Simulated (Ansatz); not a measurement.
# TiSi16: the cost of one run

Method: DFT PBE+D3(BJ), plane waves, PAW, scalar-relativistic, no spin polarisation, in Ansatz 0.2.0.

### 1 Starting point

The cell holds 17 atoms (Si16Ti): a = 7.679 Å, b = 7.679 Å, c = 7.679 Å, α = 60.00°, β = 60.00°, γ = 60.00°.

Its coordinates follow in the input file.

### 2 End point A

input.yaml reads:

```yaml
crystal:
  lattice:
    - [0.0, 5.43, 5.43]
    - [5.43, 0.0, 5.43]
    - [5.43, 5.43, 0.0]
  atoms:
    - { symbol: Si, position: [0.0, 0.0, 0.0] }
    - { symbol: Si, position: [0.125, 0.125, 0.125] }
    - { symbol: Si, position: [0.0, 0.0, 0.5] }
    - { symbol: Si, position: [0.125, 0.125, 0.625] }
    - { symbol: Si, position: [0.0, 0.5, 0.0] }
    - { symbol: Si, position: [0.125, 0.625, 0.125] }
    - { symbol: Si, position: [0.0, 0.5, 0.5] }
    - { symbol: Si, position: [0.125, 0.625, 0.625] }
    - { symbol: Si, position: [0.5, 0.0, 0.0] }
    - { symbol: Si, position: [0.625, 0.125, 0.125] }
    - { symbol: Si, position: [0.5, 0.0, 0.5] }
    - { symbol: Si, position: [0.625, 0.125, 0.625] }
    - { symbol: Si, position: [0.5, 0.5, 0.0] }
    - { symbol: Si, position: [0.625, 0.625, 0.125] }
    - { symbol: Si, position: [0.5, 0.5, 0.5] }
    - { symbol: Si, position: [0.625, 0.625, 0.625] }
    - { symbol: Ti, position: [0.8274241, 0.3175388, 0.0562874] }
basis:
  ecutwfc: 420.0
kpoints:
  mp_grid: { grid: [2, 2, 2] }
hamiltonian:
  xc: pbe
  dispersion: d3bj
  pseudopotentials: { kind: paw, azcp: { folder: soft_1 } }
scf:
  occupations: { method: fermi_dirac, width: 0.02 }
  lower_state_search: "off"
relax:
  f_tol: 0.03
  max_steps: 60
  adjacent_minimum: "off"
```

The run is started by

```bash
$ ansatz run input.yaml --threads 1 --pin off --max-ram 3072MiB --backend cpu --events-out ev --progress --plain --runs-dir out
```

What time and memory should one allow on 1 thread of Arm Neoverse V2, shared host?

About 66 s, with a peak of 0.54 GiB.
